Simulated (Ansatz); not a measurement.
AlClH5PSi, SMILES P[SiH2][AlH][Cl], an atomisation energy

Program: the Ansatz DFT code, driven from Python.

Run as a notebook:

In [1]:
```python
from collections import Counter

import ansatz
```

In [2]:
```python
def single_point(molecule, charge=0, unpaired=0):
    calc = (
        molecule.calculation()
        .basis(gaussian="def2-SVPD")
        .functional("cam_b3lyp")
    )
    if charge:
        calc = calc.charge(charge)
    if unpaired:
        calc = calc.spin("collinear", total=unpaired)
    report = calc.run(threads=1).report
    if report["published_state_doubts"]:
        print("  doubts:", report["published_state_doubts"])
    return report["free_energy_ev"]
```

In [3]:
```python
molecule = (
    ansatz.Crystal.molecule()
    .atom("P", (-1.3983, 1.5547, 0.1645))
    .atom("Si", (-0.3582, -0.1408, 0.9656))
    .atom("Al", (1.1792, -0.8991, -0.6397))
    .atom("Cl", (1.1408, -2.9488, -1.4202))
    .atom("H", (-0.2375, 2.2593, -0.3215))
    .atom("H", (-1.7116, 0.9734, -1.1246))
    .atom("H", (0.3762, 0.2595, 2.1993))
    .atom("H", (-1.2677, -1.1999, 1.2624))
    .atom("H", (2.3655, 0.0954, -1.1031))
)
```

In [4]:
```python
unpaired = {"P": 3, "Si": 2, "Al": 1, "Cl": 1, "H": 1}
counts = Counter(site.symbol for site in molecule.cartesian_sites)
atom_energy = {s: single_point(ansatz.Crystal.molecule().atom(s, (0, 0, 0)), 0, unpaired[s]) for s in counts}
whole = single_point(molecule, 0, 0)
for s, e in atom_energy.items():
    print(f"{s:2s} x{counts[s]}  {e:14.5f} eV")
print(f"AlClH5PSi: {whole:.5f} eV")
split = sum(counts[s] * e for s, e in atom_energy.items()) - whole
print(f"atomisation energy (no zero-point term): {96.485332 * split:.1f} kJ/mol, {split / sum(counts.values()):.3f} eV an atom")
```
```text
P  x1     -9283.34765 eV
Si x1     -7871.69183 eV
Al x1     -6592.84521 eV
Cl x1    -12517.64061 eV
H  x5       -13.54842 eV
AlClH5PSi: -36358.32658 eV
atomisation energy (no zero-point term): 2417.8 kJ/mol, 2.784 eV an atom
```

2417.8 kJ/mol from the electronic energies, without the zero-point term.

Notes:
- Total energies depend on the basis set; only differences at equal settings carry meaning.
- The geometry is a force-field or estimated start, not a minimum of this method, and the basis set is short of its limit. All parts are taken at fixed geometry, without zero-point energy.
- Hardware and time: 10 s on 1 thread of Arm Neoverse V1, on a shared host, peak memory 0.41 GiB.
